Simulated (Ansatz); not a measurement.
# One shape, several levels: AlNH4SO (SMILES [NH2][Al]([OH])[SH])

Wanted: a comparison of 6 runs (HF/STO-3G, HF/def2-SVP, B3LYP/6-31G*, PBE0/def2-SVP, B3LYP/aug-cc-pVDZ) of AlNH4SO. 

The results are computed with Ansatz 0.2.0.

5 further runs of the same task are left out: 1 for a known fault of the program, 2 that didn't finish, 2 set aside as unsound or not needed.

## 1. The structure to begin with

AlNH4SO has 8 atoms, charge 0, and is taken as a singlet. As SMILES, `[NH2][Al]([OH])[SH]`. Geometry: relaxed at PBE0-D4/def2-TZVP. This is one conformer, not always the lowest.

Bond lengths: N1–Al2 1.761 Å, Al2–O3 1.693 Å, Al2–S4 2.178 Å, N1–H5 1.006 Å, N1–H6 1.007 Å, O3–H7 0.955 Å, S4–H8 1.344 Å. Angles: N1–Al2–O3 123.7°, N1–Al2–S4 119.4°, O3–Al2–S4 116.9°, Al2–N1–H5 125.7°, Al2–N1–H6 124.1°, Al2–O3–H7 125.1°, Al2–S4–H8 91.5°, H5–N1–H6 110.2°.

## 2. Energy and forces at HF/STO-3G (run 1)

molecule.yaml reads:

```yaml
crystal:
  periodic: [false, false, false]
  atoms:
    - {symbol: "N", position_ang: [-0.448900, 1.481100, 0.151700]}
    - {symbol: Al, position_ang: [-0.001700, -0.212600, -0.028900]}
    - {symbol: O, position_ang: [1.598400, -0.763100, -0.074000]}
    - {symbol: S, position_ang: [-1.566000, -1.717100, -0.210400]}
    - {symbol: H, position_ang: [0.192800, 2.250800, 0.241800]}
    - {symbol: H, position_ang: [-1.398500, 1.814200, 0.179400]}
    - {symbol: H, position_ang: [2.372300, -0.208400, -0.005300]}
    - {symbol: H, position_ang: [-0.656100, -2.701900, -0.310000]}
basis:
  gaussian: {orbitals: STO-3G}
hamiltonian: {xc: hf}
accuracy: high
output: {forces: true, orbitals: {seedname: orbitals}}
```

Started as:

```bash
$ ansatz run molecule.yaml --threads 1 --pin off --max-ram 2610MiB --events-out events.jsonl --progress --plain --runs-dir runs
```

Log:

```text
Warning: RAYON_NUM_THREADS=1 ignored (pool sized by the plan → 1); use --threads N
Functional definition: HF
  name "HF"
  exchange = exact_x
  correlation = 0
628 factors; integrals over basis functions are off by at most 1.9e-8 eV
mean field evaluation 1: about -20737.5632 eV, gradient 2.9e1 eV
mean field evaluation 2: about -20737.6198 eV, gradient 2.9e1 eV
mean field evaluation 4: about -20740.4723 eV, gradient 1.0e0 eV
mean field evaluation 8: about -20740.4756 eV, gradient 7.7e-6 eV
mean field -20740.47562782 eV, -762.1984209232 hartree, gradient 1.4e-8 eV, S^2 0.000000; 0 other end points of the search recorded, 0 dependent functions left out
the calculation of the forces begins
reference -20740.47562782 eV, -762.1984209232 hartree; 24, 24 occupied and 8, 8 virtual orbitals, 628 factors
Total energy: -20740.47562782 eV, -762.1984209232 hartree
Atom 0 at    -0.448900     1.481100     0.151700 Å, force     0.636888    -2.117870    -0.224202 eV/Å
Atom 1 at    -0.001700    -0.212600    -0.028900 Å, force    -0.274697     0.160066     0.009837 eV/Å
Atom 2 at     1.598400    -0.763100    -0.074000 Å, force    -2.511200    -1.461006    -0.184667 eV/Å
Atom 3 at    -1.566000    -1.717100    -0.210400 Å, force     2.053519     0.864864     0.116806 eV/Å
Atom 4 at     0.192800     2.250800     0.241800 Å, force     0.279937     0.445149     0.051687 eV/Å
Atom 5 at    -1.398500     1.814200     0.179400 Å, force    -0.406596     0.223774     0.020492 eV/Å
Atom 6 at     2.372300    -0.208400    -0.005300 Å, force     0.799824     1.611929     0.185535 eV/Å
Atom 7 at    -0.656100    -2.701900    -0.310000 Å, force    -0.577675     0.273095     0.024510 eV/Å
Dipole moment:     0.274284     0.401731     0.047787 e Å
```

Run time: 1.2 s. Hardware: 1 thread of Intel Xeon Platinum 8259CL at 2.50GHz (Skylake/Cascade Lake), shared host; peak memory 0.11 GiB.

## 3. Energy and forces at HF/def2-SVP (run 2)

input.yaml reads:

```yaml
crystal:
  periodic: [false, false, false]
  atoms:
    - symbol: N
      position_ang: [-0.448900, 1.481100, 0.151700]
    - symbol: Al
      position_ang: [-0.001700, -0.212600, -0.028900]
    - symbol: O
      position_ang: [1.598400, -0.763100, -0.074000]
    - symbol: S
      position_ang: [-1.566000, -1.717100, -0.210400]
    - symbol: H
      position_ang: [0.192800, 2.250800, 0.241800]
    - symbol: H
      position_ang: [-1.398500, 1.814200, 0.179400]
    - symbol: H
      position_ang: [2.372300, -0.208400, -0.005300]
    - symbol: H
      position_ang: [-0.656100, -2.701900, -0.310000]
basis:
  gaussian:
    orbitals: def2-SVP
hamiltonian:
  xc: hf
accuracy: high
output:
  forces: true
  orbitals: {seedname: orbitals}
```

Started as:

```bash
$ ansatz run input.yaml --threads 1 --pin off --max-ram 2610MiB --events-out events.jsonl --progress --plain --runs-dir runs
```

Log (excerpt; [...] marks lines left out):

```text
Warning: RAYON_NUM_THREADS=1 ignored (pool sized by the plan → 1); use --threads N
[... 2 set-up lines as earlier in the session ...]
[...]
1792 factors; integrals over basis functions are off by at most 4.9e-8 eV
[...]
mean field -20978.13404643 eV, -770.9322067164 hartree, gradient 1.7e-8 eV, S^2 0.000000; 0 other end points of the search recorded, 0 dependent functions left out
[...]
reference -20978.13404643 eV, -770.9322067164 hartree; 24, 24 occupied and 60, 60 virtual orbitals, 1792 factors
Total energy: -20978.13404643 eV, -770.9322067164 hartree
Atom 0 at    -0.448900     1.481100     0.151700 Å, force     0.022609     0.219626     0.025816 eV/Å
Atom 1 at    -0.001700    -0.212600    -0.028900 Å, force    -0.071567     0.066105     0.002994 eV/Å
Atom 2 at     1.598400    -0.763100    -0.074000 Å, force     0.609564     0.648139     0.078553 eV/Å
Atom 3 at    -1.566000    -1.717100    -0.210400 Å, force     0.167186    -0.265509    -0.026663 eV/Å
Atom 4 at     0.192800     2.250800     0.241800 Å, force    -0.212203    -0.123893    -0.015327 eV/Å
Atom 5 at    -1.398500     1.814200     0.179400 Å, force     0.246582    -0.022501    -0.000484 eV/Å
Atom 6 at     2.372300    -0.208400    -0.005300 Å, force    -0.533808    -0.564214    -0.067446 eV/Å
Atom 7 at    -0.656100    -2.701900    -0.310000 Å, force    -0.228362     0.042246     0.002557 eV/Å
Dipole moment:     0.347636     0.531521     0.062564 e Å
```

Wall time 5.4 s (1 thread of Intel Xeon Platinum 8259CL at 2.50GHz (Skylake/Cascade Lake), shared host); peak memory 0.26 GiB.

Runs 3 to 5 aren't shown in full; the table further down has their settings and results.

## 4. Energy and gradient at B3LYP/aug-cc-pVDZ (run 6)

run.yaml reads:

```yaml
crystal:
  periodic: [false, false, false]
  atoms:
    - {symbol: "N", position_ang: [-0.448900, 1.481100, 0.151700]}
    - {symbol: Al, position_ang: [-0.001700, -0.212600, -0.028900]}
    - {symbol: O, position_ang: [1.598400, -0.763100, -0.074000]}
    - {symbol: S, position_ang: [-1.566000, -1.717100, -0.210400]}
    - {symbol: H, position_ang: [0.192800, 2.250800, 0.241800]}
    - {symbol: H, position_ang: [-1.398500, 1.814200, 0.179400]}
    - {symbol: H, position_ang: [2.372300, -0.208400, -0.005300]}
    - {symbol: H, position_ang: [-0.656100, -2.701900, -0.310000]}
basis:
  gaussian:
    orbitals: aug-cc-pVDZ
hamiltonian:
  xc: {name: B3LYP}
accuracy: high
output: {forces: true, orbitals: {seedname: orbitals}}
```

Started as:

```bash
$ ansatz run run.yaml --threads 1 --pin off --max-ram 2610MiB --events-out events.jsonl --progress --plain --runs-dir runs
```

Log (excerpt; [...] marks lines left out):

```text
Warning: RAYON_NUM_THREADS=1 ignored (pool sized by the plan → 1); use --threads N
Functional definition: B3LYP
  name "B3LYP"
[...]
2703 factors; integrals over basis functions are off by at most 4.1e-9 eV
[...]
mean field -21040.04267720 eV, -773.2073069340 hartree, gradient 7.1e-8 eV, S^2 0.000000; 0 other end points of the search recorded, 0 dependent functions left out
[...]
reference -21040.04272574 eV, -773.2073087179 hartree; 24, 24 occupied and 112, 112 virtual orbitals, 2703 factors
Total energy: -21040.04272574 eV, -773.2073087179 hartree
Atom 0 at    -0.448900     1.481100     0.151700 Å, force    -0.126532     0.427317     0.046403 eV/Å
Atom 1 at    -0.001700    -0.212600    -0.028900 Å, force    -0.412918    -0.113824    -0.019014 eV/Å
Atom 2 at     1.598400    -0.763100    -0.074000 Å, force     0.686323    -0.415494    -0.038205 eV/Å
Atom 3 at    -1.566000    -1.717100    -0.210400 Å, force    -0.489915    -0.032466    -0.007614 eV/Å
Atom 4 at     0.192800     2.250800     0.241800 Å, force     0.163542     0.201613     0.023924 eV/Å
Atom 5 at    -1.398500     1.814200     0.179400 Å, force    -0.237541     0.115919     0.010318 eV/Å
Atom 6 at     2.372300    -0.208400    -0.005300 Å, force     0.207774     0.117012     0.014981 eV/Å
Atom 7 at    -0.656100    -2.701900    -0.310000 Å, force     0.209267    -0.300078    -0.030793 eV/Å
Dipole moment:     0.255576     0.454635     0.052949 e Å
```

Wall time 26 s (1 thread of Intel Xeon Platinum 8259CL at 2.50GHz (Skylake/Cascade Lake), shared host); peak memory 0.59 GiB.

## 5. The series

| run | level | Cartesian functions | energy (Eh) | dipole moment (D) | HOMO energy (eV) | LUMO energy (eV) | wall time |
| --- | --- | --- | --- | --- | --- | --- | --- |
| 1 | HF/STO-3G | no | -762.198421 | 2.35 | -6.57 | 10.34 | 1.2 s |
| 2 | HF/def2-SVP | no | -770.932207 | 3.07 | -9.99 | 2.88 | 5.4 s |
| 3 | B3LYP/6-31G* (spherical functions) | no | -773.123575 | 3.11 | -6.75 | -0.26 | 11 s |
| 4 | B3LYP/6-31G* (Cartesian functions) | yes | -773.130699 | 3.11 | -6.75 | -0.29 | 12 s |
| 5 | PBE0/def2-SVP | no | -772.439963 | 2.89 | -7.01 | 0.09 | 11 s |
| 6 | B3LYP/aug-cc-pVDZ | no | -773.207309 | 2.52 | -7.08 | -1.09 | 26 s |

## 6. Summary of results

```
                       quantity          value
            run 6: total energy  -773.20731 Eh
           run 6: dipole moment         2.52 D
             run 6: HOMO energy       -7.08 eV
             run 6: LUMO energy       -1.09 eV
           run 6: HOMO–LUMO gap        5.99 eV
run 6: largest force on an atom     0.803 eV/Å
```

**Reading.** The dipole moment (its size) runs from 2.35 D (HF/STO-3G) to 3.11 D (B3LYP/6-31G*). The two ends differ in method and basis. The HOMO–LUMO gap runs from 5.99 eV (B3LYP/aug-cc-pVDZ) to 16.91 eV (HF/STO-3G). Totals of different functionals can't be ranked against each other. In run 1 the basis is minimal, so the values are rough. All runs together took 66 s, the longest 26 s.
